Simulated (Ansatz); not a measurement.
# GaBH3ClO (SMILES O[B](Cl)[GaH2]) at CAM-B3LYP/6-31G(d) (spherical functions)

Aim: the vertical ionisation energy of GaBH3ClO at CAM-B3LYP/6-31G* (spherical functions), from 2 runs. 

The results are computed with Ansatz 0.2.0.

127 further runs of the same task are left out: 127 set aside as unsound or not needed.

**1. Starting point**

GaBH3ClO: 7 atoms, total charge 0, spin state singlet. As SMILES, `O[B](Cl)[GaH2]`. Geometry: relaxed at PBE0-D4/def2-TZVP. This is one conformer, not always the lowest.

Bond lengths: O1–B2 1.344 Å, B2–Cl3 1.789 Å, B2–Ga4 2.095 Å, O1–H5 0.965 Å, Ga4–H6 1.572 Å, Ga4–H7 1.572 Å. Angles: O1–B2–Cl3 118.4°, O1–B2–Ga4 123.4°, Cl3–B2–Ga4 118.3°, B2–O1–H5 114.1°, B2–Ga4–H6 121.3°, B2–Ga4–H7 121.3°, H6–Ga4–H7 117.4°.

**2. A single-point energy at CAM-B3LYP/6-31G(d) (spherical functions)**

Input file job.yaml:

```yaml
crystal:
  periodic: [false, false, false]
  atoms:
    - symbol: O
      position_ang: [-0.845500, -1.229100, 0.927100]
    - symbol: B
      position_ang: [-0.031900, -0.664900, 0.017900]
    - symbol: Cl
      position_ang: [0.899000, -1.736200, -1.070500]
    - symbol: Ga
      position_ang: [0.202400, 1.406200, -0.190800]
    - symbol: H
      position_ang: [-0.850900, -2.194300, 0.905900]
    - symbol: H
      position_ang: [-0.691300, 2.232500, -1.186100]
    - symbol: H
      position_ang: [1.318000, 2.185900, 0.596500]
basis:
  gaussian: {orbitals: 6-31G_st_-spherical.json}
total_charge: 0
hamiltonian: {xc: {name: CAM-B3LYP}}
accuracy: high
output: {orbitals: {seedname: orbitals}}
```

The basis set 6-31G* is read from a file made from the Basis Set Exchange's data (not shown).

Launch:

```console
$ ansatz run job.yaml --threads 1 --pin off --max-ram 3480MiB --events-out events.jsonl --progress --plain --runs-dir runs
```

The program printed:

```text
Warning: RAYON_NUM_THREADS=1 ignored (pool sized by the plan → 1); use --threads N
Functional definition: CAM-B3LYP
  name "CAM-B3LYP"
  parameter alpha = 0.19
  parameter beta = 0.46
  parameter omega = 0.33/bohr
  parameter ac = 0.81
  exchange = (1 - alpha - beta)*b88_x + beta*b88_x_sr(omega) + alpha*exact_x + beta*exact_x_lr(omega)
  correlation = (1 - ac)*vwn5_c + ac*lyp_c
1791 factors; integrals over basis functions are off by at most 1.5e-8 eV
433 factors; integrals over basis functions are off by at most 1.8e-9 eV
mean field evaluation 1: about -67665.4036 eV, gradient 4.3e1 eV
mean field evaluation 2: about -67663.5061 eV, gradient 5.6e1 eV
mean field evaluation 4: about -67668.5592 eV, gradient 1.7e0 eV
mean field evaluation 8: about -67668.6597 eV, gradient 2.0e-1 eV
mean field evaluation 16: about -67668.6598 eV, gradient 4.5e-5 eV
mean field -67668.65984118 eV, -2486.7773816982 hartree, gradient 1.3e-8 eV, S^2 0.000000; 0 other end points of the search recorded, 0 dependent functions left out
reference -67668.65986217 eV, -2486.7773824696 hartree; 32, 32 occupied and 52, 52 virtual orbitals, 1791 factors
Total energy: -67668.65986217 eV, -2486.7773824696 hartree
```

Run time: 11 s. Hardware: 1 thread of Arm Neoverse V1, shared host; peak memory 0.34 GiB.

**3. The doublet cation**

Input file molecule.yaml:

```yaml
basis:
  gaussian:
    orbitals: 6-31G_st_-spherical.json
crystal:
  periodic: [false, false, false]
  atoms:
    - {symbol: O, position_ang: [-0.845500, -1.229100, 0.927100]}
    - {symbol: B, position_ang: [-0.031900, -0.664900, 0.017900]}
    - {symbol: Cl, position_ang: [0.899000, -1.736200, -1.070500]}
    - {symbol: Ga, position_ang: [0.202400, 1.406200, -0.190800]}
    - {symbol: H, position_ang: [-0.850900, -2.194300, 0.905900]}
    - {symbol: H, position_ang: [-0.691300, 2.232500, -1.186100]}
    - {symbol: H, position_ang: [1.318000, 2.185900, 0.596500]}
total_charge: 1
magnetization:
  spin_polarized: true
  initial_magnetization: 1
hamiltonian:
  xc: {name: CAM-B3LYP}
accuracy: high
output: {orbitals: {seedname: orbitals}}
```

The basis set 6-31G* is read from a file made from the Basis Set Exchange's data (not shown).

Launch:

```console
$ ansatz run molecule.yaml --threads 1 --pin off --max-ram 3480MiB --events-out events.jsonl --progress --plain --runs-dir runs
```

The program printed (excerpt; [...] marks lines left out):

```text
Warning: RAYON_NUM_THREADS=1 ignored (pool sized by the plan → 1); use --threads N
Functional definition: CAM-B3LYP
  name "CAM-B3LYP"
[...]
1791 factors; integrals over basis functions are off by at most 1.5e-8 eV
433 factors; integrals over basis functions are off by at most 1.8e-9 eV
[...]
mean field -67658.76958123 eV, -2486.4139213490 hartree, gradient 2.6e-8 eV, S^2 0.757056; 2 other end points of the search recorded, 0 dependent functions left out
reference -67658.76960153 eV, -2486.4139220949 hartree; 32, 31 occupied and 52, 53 virtual orbitals, 1791 factors
Total energy: -67658.76960153 eV, -2486.4139220949 hartree
```

It took 25 s on 1 thread of Arm Neoverse V1, shared host; peak memory 0.52 GiB.

**4. What came out**

At CAM-B3LYP/6-31G* (spherical functions):

| quantity | value |
| --- | --- |
| singlet GaBH3ClO: total energy | -2486.77738 Eh |
| singlet GaBH3ClO: HOMO energy | -8.89 eV |
| singlet GaBH3ClO: LUMO energy | -0.79 eV |
| singlet GaBH3ClO: HOMO–LUMO gap | 8.10 eV |
| doublet cation: total energy | -2486.41392 Eh |
| doublet cation: HOMO energy (highest over α and β) | -15.51 eV |
| doublet cation: LUMO energy (lowest over α and β) | -10.89 eV |
| doublet cation: ⟨S²⟩ | 0.757 |
| vertical ionisation energy (to the doublet cation) | 9.890 eV |

Removing an electron at fixed nuclei costs 9.89 eV (228 kcal/mol). The negative HOMO energy of the first species, 8.89 eV, lies 1.00 eV below that difference.
